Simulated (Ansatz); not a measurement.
# CH4OSeSi: the cost of one run

All numbers below are computed with Ansatz 0.2.0 (RKS PBE-D4/def2-SVP).

## (1) The system as given

Bond lengths: O1–C2 1.284 Å, C2–Si3 1.854 Å, C2–Se4 1.849 Å, Si3–H5 1.455 Å, Si3–H6 1.470 Å, Si3–H7 1.521 Å, Se4–H8 1.539 Å. Angles: O1–C2–Si3 121.9°, O1–C2–Se4 117.8°, Si3–C2–Se4 120.3°, C2–Si3–H5 109.7°, C2–Si3–H6 109.7°, C2–Si3–H7 107.6°, H5–Si3–H6 111.8°, H5–Si3–H7 109.8°, H6–Si3–H7 108.1°, C2–Se4–H8 91.3°.

Coordinates:

```xyz
8

O     1.6027   -1.1381    0.4292
C     0.4071   -0.6793    0.3391
Si    0.0669    1.0964   -0.0714
Se   -0.9915   -1.8547    0.6266
H    -0.6824    1.1774   -1.3158
H    -0.6519    1.7325    1.0414
H     1.4076    1.7969   -0.2306
H    -1.0664   -2.1881   -0.8743
```

## (2) End point A

File input.yaml:

```yaml
crystal:
  periodic: [false, false, false]
  atoms:
    - { symbol: O, position_ang: [1.6027, -1.1381, 0.4292] }
    - { symbol: C, position_ang: [0.4071, -0.6793, 0.3391] }
    - { symbol: Si, position_ang: [0.0669, 1.0964, -0.0714] }
    - { symbol: Se, position_ang: [-0.9915, -1.8547, 0.6266] }
    - { symbol: H, position_ang: [-0.6824, 1.1774, -1.3158] }
    - { symbol: H, position_ang: [-0.6519, 1.7325, 1.0414] }
    - { symbol: H, position_ang: [1.4076, 1.7969, -0.2306] }
    - { symbol: H, position_ang: [-1.0664, -2.1881, -0.8743] }
basis:
  gaussian: { orbitals: def2-SVP }
hamiltonian:
  xc: pbe
  dispersion: d4
relax:
  f_tol: 0.015
  max_steps: 40
output:
  orbitals: {}
```

On the command line:

```sh
$ ansatz run input.yaml --threads 2 --pin off --max-ram 3072MiB --backend cpu --events-out ev --progress --plain --runs-dir out
```

**Question.** How long does this run take on 2 threads of Intel Xeon Platinum 8488C (Sapphire Rapids), shared host, and how much memory does it need?

About 27 s, with a peak of 0.17 GiB.
